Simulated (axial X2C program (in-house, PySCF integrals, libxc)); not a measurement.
**A two-component session on ZrF: properties at the nuclei**

Wanted for ZrF: properties at the nuclei, at the two-component level.

Computed with an in-house X2C program for linear molecules on PySCF integrals. Level: two-component X2C with atomic mean-field terms, Zr dyall-acv3z, F dyall-av3z.

All values are calculated.

### 1 Set-up

task.json

```json
{"zs": [40, 9], "q": 0, "bas": ["dyall-acv3z", "dyall-av3z"], "r0": 2.18, "levels": ["PBE0", "HF", "B3LYP"], "nst": 1, "ff": 1, "thr": -3.5, "nmax": 130, "opt": {"ecut": 60}}
```

Keys: zs atomic numbers; q charge; bas basis sets; r0 starting distance in Å; levels methods (HF also brings MP2); nst determinants followed; ff finite-field run; thr threshold in hartree for freezing inner shells (an s shell follows its p shell); nmax most natural virtual spinors; ecut virtual cutoff in hartree.

Started as:

```sh
$ python soeom.py task.json out
```

Further steps of the session: Expectation values, lowest determinant; Finite-field coupled cluster.

What does the calculation give? Wanted: lowest determinant; Eeff magnitude; Ws magnitude Zr; A∥/gI Zr; qzz Zr (for each run or level that gives them).

**Answer**, as computed:

```
                       quantity                                                       value
             lowest determinant  Ω = 3/2 (excess of +ω over −ω: ω = 1/2, ω = -3/2, ω = 5/2)
   Eeff magnitude (GV/cm), PBE0                                                        2.13
    Ws magnitude Zr (kHz), PBE0                                                       0.635
           A∥/gI Zr (MHz), PBE0                                                         983
            qzz Zr (a.u.), PBE0                                                        0.55
Eeff magnitude (GV/cm), CCSD(T)                                                        2.48
 Ws magnitude Zr (kHz), CCSD(T)                                                       0.735
        A∥/gI Zr (MHz), CCSD(T)                                                         952
         qzz Zr (a.u.), CCSD(T)                                                        0.32
```

In words: In the first state, the effective field runs from 2.13 to 2.93 GV/cm over the mean-field levels. The expectation values come from single determinants, which for open shells can mix terms of unlike spin or miss the lowest Ω, so a determinant need not be a state. Eeff is the effective electric field on the electron dipole moment in this Ω state and Ws the scalar–pseudoscalar constant (defined with the proton number Z and per Ω); A∥ is the parallel hyperfine constant, which follows by multiplying with the nuclear g factor gI = μI/(I μN); qzz is the electric field gradient, eQq0 = 234.96 MHz × Q/barn × qzz; μ is positive if F is the positive end. The operators were transformed with the bare-nucleus X2C matrices. Correlation of the inner shells is missing, which matters for properties at the nucleus.
